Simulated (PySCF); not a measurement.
# Tl(SH)3: other functionals and bases at one geometry

The task here is to estimate one member of a computed series from the others.

Computed with PySCF 2.14.0. Level: several levels, as the steps say, no spin–orbit coupling.

4 further runs of the same task are left out: 2 for a known fault of the program, 2 set aside as unsound or not needed.

### Where the work starts

7 atoms, charge 0, spin multiplicity 1.

Bond lengths: Tl1–S2 2.478 Å, Tl1–S4 2.478 Å, Tl1–S6 2.478 Å, S2–H3 1.354 Å, S4–H5 1.354 Å, S6–H7 1.354 Å. Angles: S2–Tl1–S4 120.0°, S2–Tl1–S6 120.0°, S4–Tl1–S6 120.0°, Tl1–S2–H3 92.2°, Tl1–S4–H5 92.2°, Tl1–S6–H7 92.2°.

As a file:

```
Tl    0.0000    0.0000    0.5189
S     2.4225   -0.5195    0.5182
H     2.7568    0.7922    0.5214
S    -0.7614    2.3577    0.5182
H    -2.0644    1.9914    0.5214
S    -1.6611   -1.8382    0.5182
H    -0.6924   -2.7835    0.5214
```

Formal oxidation states: Tl +3. An earlier session relaxed this geometry at r2SCAN, Tl def2-SVP with ECP60, S def2-SVP, H def2-SVP (singlet, point group C3h).

At r2SCAN on the finer grid: E = -1368.579361 Eh, HOMO -6.48 eV, LUMO -3.39 eV, Mulliken charge on Tl1 +0.42 e, largest force component 0.022 eV/Å. 

Levels to run: revPBE; wB97X; BP86; M06-L; r2SCAN, TZVP; r2SCAN, x2c-SVP. Hardware: 2 threads of Intel Xeon 6975P-C (Granite Rapids), shared host.

Set-up of the first run:

Input file run.py (the lines that set the calculation):

```python
mol = gto.M(atom='''
Tl     0.00000     0.00000     0.51886
S      2.42252    -0.51947     0.51817
H      2.75680     0.79215     0.52144
S     -0.76138     2.35770     0.51817
H     -2.06443     1.99138     0.52143
S     -1.66114    -1.83823     0.51817
H     -0.69237    -2.78353     0.52143''',
    basis={'Tl': 'def2-SVP', 'S': 'def2-SVP', 'H': 'def2-SVP'},
    ecp={'Tl': 'def2-SVP'},
    charge=0, spin=0)
mf = dft.RKS(mol, xc='PBE_R,PBE')
mf.grids.atom_grid = (75, 302)
mf = mf.density_fit()  # fitting sets: Tl def2-universal-JKFIT, S def2-universal-JKFIT, H def2-universal-JKFIT
mf.conv_tol = 1e-08; mf.max_cycle = 55
mf.kernel(dm0)  # dm0: the density of the relaxed state
```

The run is started by

```
OMP_NUM_THREADS=2 python run.py
```

Steps of the session up to this table: revPBE; wB97X; BP86; M06-L; r2SCAN, TZVP; r2SCAN, x2c-SVP.

One table of the session follows, with a row left open; its other results are not shown here.

| level | HOMO (eV) | gap (eV) | charge on Tl1 (e) | largest force component (eV/Å) |
| --- | --- | --- | --- | --- |
| r2SCAN (relaxed here) | -6.48 | 3.09 | 0.42 | 0.02 |
| revPBE | -6.10 | 2.76 | 0.36 | 0.40 |
| wB97X | -9.77 | 9.03 | 0.44 | 0.46 |
| BP86 | -6.22 | 2.70 | 0.32 | 0.34 |
| M06-L | -6.40 | 3.09 | 0.62 | 0.22 |
| r2SCAN, TZVP | -6.63 | 3.11 | 0.66 | 0.38 |
| r2SCAN, x2c-SVP | ? | ? | ? | ? |

Estimate the missing values for r2SCAN, x2c-SVP.

The run gave: HOMO (eV): -6.47; gap (eV): 3.04; charge on Tl1 (e): 0.56; largest force component (eV/Å): 0.19. In the column «HOMO (eV)» it lies between r2SCAN (relaxed here) (-6.48) and M06-L (-6.40).

In one basis the HOMO–LUMO gap runs from 2.70 eV (BP86) to 9.03 eV (wB97X). The largest leftover force, 0.46 eV/Å with wB97X, stands at a geometry relaxed at another level. Total energies of different levels can't be compared.
